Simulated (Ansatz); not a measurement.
Geometry optimisation, DFT LDA, scalar-relativistic, plane waves, PAW in Ansatz.

Input file:

```yaml
crystal:
  lattice:
    - [5.048742, 0.0, 0.0]
    - [0.0, 5.048742, 0.0]
    - [0.0, 0.0, 17.1647]
  atoms:
    - { symbol: H, position: [0.4277868, 0.0, 0.0582591] }
    - { symbol: H, position: [0.0722132, 0.0, 0.0582591] }
    - { symbol: H, position: [0.9277868, 0.0, 0.0582591] }
    - { symbol: H, position: [0.5722132, 0.0, 0.0582591] }
    - { symbol: H, position: [0.4277868, 0.5, 0.0582591] }
    - { symbol: H, position: [0.0722132, 0.5, 0.0582591] }
    - { symbol: H, position: [0.9277868, 0.5, 0.0582591] }
    - { symbol: H, position: [0.5722132, 0.5, 0.0582591] }
    - { symbol: C, position: [0.25, 0.0, 0.0952362] }
    - { symbol: C, position: [0.75, 0.0, 0.0952362] }
    - { symbol: C, position: [0.25, 0.5, 0.0952362] }
    - { symbol: C, position: [0.75, 0.5, 0.0952362] }
    - { symbol: C, position: [0.25, 0.25, 0.1472324] }
    - { symbol: C, position: [0.75, 0.25, 0.1472324] }
    - { symbol: C, position: [0.25, 0.75, 0.1472324] }
    - { symbol: C, position: [0.75, 0.75, 0.1472324] }
    - { symbol: C, position: [0.0, 0.25, 0.1992286] }
    - { symbol: C, position: [0.5, 0.25, 0.1992286] }
    - { symbol: C, position: [0.0, 0.75, 0.1992286] }
    - { symbol: C, position: [0.5, 0.75, 0.1992286] }
    - { symbol: C, position: [0.0, 0.0, 0.2512249] }
    - { symbol: C, position: [0.5, 0.0, 0.2512249] }
    - { symbol: C, position: [0.0, 0.5, 0.2512249] }
    - { symbol: C, position: [0.5, 0.5, 0.2512249] }
    - { symbol: C, position: [0.25, 0.0969069, 0.3008908] }
    - { symbol: C, position: [0.75, 0.0969069, 0.3008908] }
    - { symbol: C, position: [0.25, 0.4030931, 0.2799175] }
    - { symbol: C, position: [0.75, 0.4030931, 0.2799175] }
    - { symbol: H, position: [0.3625736, 0.6800305, 0.3107948] }
    - { symbol: H, position: [0.2172596, 0.7324919, 0.3107948] }
basis:
  ecutwfc: 420.0
kpoints:
  mp_grid: { grid: [2, 2, 1] }
hamiltonian:
  xc: lda
  pseudopotentials: { kind: paw, azcp: { folder: soft_1 } }
scf:
  occupations: { method: gaussian, width: 0.05 }
  lower_state_search: "off"
relax:
  f_tol: 0.03
  max_steps: 60
  adjacent_minimum: "off"
  constraints: [{ sites: [0, 1, 2, 3, 4, 5, 6, 7, 8, 9, 10, 11, 12, 13, 14, 15] }]
```

Launched with:

```bash
$ ansatz run input.yaml --threads 1 --pin off --max-ram 3072MiB --backend cpu --events-out ev --progress --plain --runs-dir out
```

Q: Where does it end, and by what steps?

A: It converged. The force dipped under the threshold on the way, but the program's further checks kept it going. Limits of this set-up: coarse k mesh, thin slab, slab without dipole correction, no dispersion correction for a molecule that may bind weakly, PAW files made for another functional. After 16 steps the energy has fallen by 6.171 eV; H30 moved furthest, 1.73 Å.

```csv
step,energy less start (eV),largest force component (eV/Å),accepted
0,0.0000,5.260,yes
1,-3.1169,3.847,yes
2,-4.7927,3.199,yes
3,-5.3921,0.899,yes
4,-5.6933,0.620,yes
5,-5.8910,0.423,yes
6,-6.0234,0.327,yes
7,-6.1058,0.193,yes
8,-6.1499,0.338,yes
9,-6.1655,0.152,yes
10,-6.1698,0.070,yes
11,-6.1704,0.032,yes
12,-6.1706,0.051,yes
13,-6.1707,0.024,yes
14,-6.1709,0.011,yes
15,-6.1711,0.009,yes
16,-6.1711,0.013,yes
```

```xyz
30
Lattice="5.0487 0.0000 0.0000 0.0000 5.0487 0.0000 0.0000 0.0000 17.1647" Properties=species:S:1:pos:R:3
H 2.160 0.000 1.000
H 0.365 0.000 1.000
H 4.684 0.000 1.000
H 2.889 0.000 1.000
H 2.160 2.524 1.000
H 0.365 2.524 1.000
H 4.684 2.524 1.000
H 2.889 2.524 1.000
C 1.262 0.000 1.635
C 3.787 0.000 1.635
C 1.262 2.524 1.635
C 3.787 2.524 1.635
C 1.262 1.262 2.527
C 3.787 1.262 2.527
C 1.262 3.787 2.527
C 3.787 3.787 2.527
C 0.000 1.262 3.315
C 2.524 1.262 3.315
C 0.000 3.787 3.506
C 2.524 3.787 3.505
C 0.000 0.088 4.334
C 2.524 0.088 4.333
C 0.000 2.437 4.334
C 2.524 2.437 4.333
C 1.262 0.574 5.002
C 3.786 0.574 5.003
C 1.262 1.950 5.002
C 3.786 1.950 5.002
H 1.375 3.379 6.941
H 1.383 4.154 6.983
```

The run took 83 s on 1 thread of Arm Neoverse V1, with other jobs on the host, peak memory 0.54 GiB.
